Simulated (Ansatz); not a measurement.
From input file to script: Sb2Au, space group Fm-3m in Ansatz 0.2.0.

```yaml
crystal:
  lattice:
    - [0.0, 3.328, 3.328]
    - [3.328, 0.0, 3.328]
    - [3.328, 3.328, 0.0]
  atoms:
    - { symbol: Sb, position: [0.25, 0.25, 0.25] }
    - { symbol: Sb, position: [0.75, 0.75, 0.75] }
    - { symbol: Au, position: [0.0, 0.0, 0.0] }
basis:
  ecutwfc: 630.0
kpoints:
  mp_grid:
    kspacing: 0.5263157894736842
hamiltonian:
  xc: r2scan
  dispersion: d3bjatm
scf:
  max_iter: 200
  occupations:
    method: fermi_dirac
output:
  eigenstates:
    nscf_kmesh:
      grid: [8, 8, 8]
    de_dk: true
```

`sb2au.py`
```python
'''Area of the Fermi surface of Sb2Au.'''

import logging
import sys

import ansatz as az

logging.basicConfig(stream=sys.stdout, format='%(levelname)s:%(name)s:%(message)s')
log = logging.getLogger('sb2au')
log.setLevel(logging.INFO)

XC = 'r2scan'
DISPERSION = 'd3bjatm'
ECUT = 630
K_DENSITY = 1.9
FILLING = 'fermi_dirac'
MAX_ITERATIONS = 200

cell = (
    az.Lattice.of((0.0, 3.328, 3.328), (3.328, 0.0, 3.328), (3.328, 3.328, 0.0))
    .atom('Sb', (0.25, 0.25, 0.25))
    .atom('Sb', (0.75, 0.75, 0.75))
    .atom('Au', (0.0, 0.0, 0.0))
)

calculation = (
    cell.calculation()
    .functional(XC, dispersion=DISPERSION)
    .basis(ECUT)
    .kpoints(density=K_DENSITY)
    .occupations(FILLING)
    .scf(max_iterations=MAX_ITERATIONS)
    .eigenstates(nscf_kmesh=(8, 8, 8), level_slopes=True)
)
surface = calculation.run().fermi_surface().to_plain()
for way, reading in surface.items():
    if reading:
        rho_lambda = [f'{v:.3e}' for v in reading['resistivity_times_mean_free_path_ohm_m2']]
        log.info(f'{way:24s} area {reading["spin_summed_area_per_ang2"]:8.3f} 1/A^2  rho*lambda (ohm m^2) {rho_lambda}')
```

```console
$ python sb2au.py
INFO:sb2au:by_tetrahedra            area   27.289 1/A^2  rho*lambda (ohm m^2) ['1.120e-15', '1.120e-15', '1.120e-15']
INFO:sb2au:by_slopes                area   23.160 1/A^2  rho*lambda (ohm m^2) ['1.320e-15', '1.320e-15', '1.320e-15']
INFO:sb2au:on_every_second_point    area   23.479 1/A^2  rho*lambda (ohm m^2) ['1.302e-15', '1.302e-15', '1.302e-15']
```

Reading the output:
- The settings weren't tested for convergence.
- Dispersion corrections can be off by several per cent in the lattices of metals, and by several GPa in the pressure at a fixed cell.
- For a metal this k-point mesh is coarse: on a finer one energies can move by several to tens of meV an atom and pressures by half a GPa or more, differences at one mesh by less.
- Spin-orbit coupling, which matters for elements this heavy, is left out.
- The structure is a deposited one; some such entries were measured under pressure or heat, so a shift against it needn't be the functional's error alone.
- The three readings differ by the mesh error.
- The whole script took 13 s on 1 thread of Arm Neoverse V2, on a shared host, peak memory 0.57 GiB.

(Lines on the test bed's own set-up are left out of the output.)
